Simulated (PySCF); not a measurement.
# Gallium: the same states on changed settings

One table from this session's results is given with a row withheld; the runs are named, their logs left out.

Program: PySCF 2.14.0. Level of theory: unrestricted determinants in a Gaussian basis, no spin-orbit coupling in the energies. These are calculated values, not measurements, unless marked.

### What is computed

```
Element                                   : gallium (Z = 31)
Basis                                     : def2-SVP (5s4p3d, 32 functions)
Hamiltonian                               : no relativity, point nucleus
State 1                                   : Ga⁺: [Ar] 3d10 4s2, closed-shell 1S
State 2                                   : Ga²⁺: [Ar] 3d10 4s1, 2S determinant
Methods                                   : UHF, TPSS, B3LYP, MP2, CCSD(T)
Core shells frozen in the correlated runs : valence: [Ar] 3d10 (for Ga⁺)
```

The outer shells:

Ga+ [Ar] 3d10 4s2
```
[Ar] core
3d [↑↓][↑↓][↑↓][↑↓][↑↓]
4s [↑↓]
```

Ga2+ [Ar] 3d10 4s1
```
[Ar] core
3d [↑↓][↑↓][↑↓][↑↓][↑↓]
4s [↑ ]
```

The sound run (def2-SVP, no relativity, point nucleus, symmetry-adapted start, fine grid, valence correlation) gave:

| species | method | energy (hartree) |
| --- | --- | --- |
| Ga⁺ | UHF | -1922.77019 |
| Ga⁺ | TPSS | -1924.32931 |
| Ga⁺ | B3LYP | -1924.39200 |
| Ga⁺ | MP2 (valence) | -1922.79468 |
| Ga⁺ | CCSD(T) (valence) | -1922.80665 |
| Ga²⁺ | UHF | -1922.09180 |
| Ga²⁺ | TPSS | -1923.58719 |
| Ga²⁺ | B3LYP | -1923.63739 |

One driver process ran all states and methods and kept the integrals in memory. Each run is shown as a PySCF script that sums up its settings (the driver passes frozen orbitals as a list and adds second-order terms of double hybrids); the logs are those of the runs themselves.

Set-up of the first run:

It was started by

```bash
$ OMP_NUM_THREADS=1 python atomrun2.py TASK.json OUT
```

Contents of input.py:

```python
from pyscf import gto, scf, dft, mp, cc
import basis_set_exchange as bse
mol = gto.M(atom="Ga 0 0 0", charge=1, spin=0, symmetry="D2h",
            basis=gto.basis.parse(bse.get_basis("def2-SVP", elements=["Ga"], fmt="nwchem", header=False)))
mf = scf.UHF(mol)
mf.irrep_nelec = {'Ag': (6, 6), 'B1g': (1, 1), 'B2g': (1, 1), 'B3g': (1, 1), 'B1u': (2, 2), 'B2u': (2, 2), 'B3u': (2, 2)}
mf.init_guess = "minao"
mf.max_cycle = 50
mf.kernel()
```

Steps of the session up to this table: Changed run, Ga⁺; Changed run, Ga²⁺.

One table of the session follows, with a row left open; its other results are not shown here.

Ionisation energy of Ga⁺:

| method | sound run (eV) |
| --- | --- |
| UHF | ? |
| TPSS | 20.194 |
| B3LYP | 20.534 |
| MP2 | 19.126 |
| SCS-MP2 | 19.260 |
| CCSD | 19.452 |
| CCSD(T) | 19.452 |
| CCSDT | 19.452 |
| FCI | 19.452 |

Q: Estimate the row for UHF from the others.

**Answer.** sound run (eV): 18.460. In the column «sound run (eV)» it is the lowest.
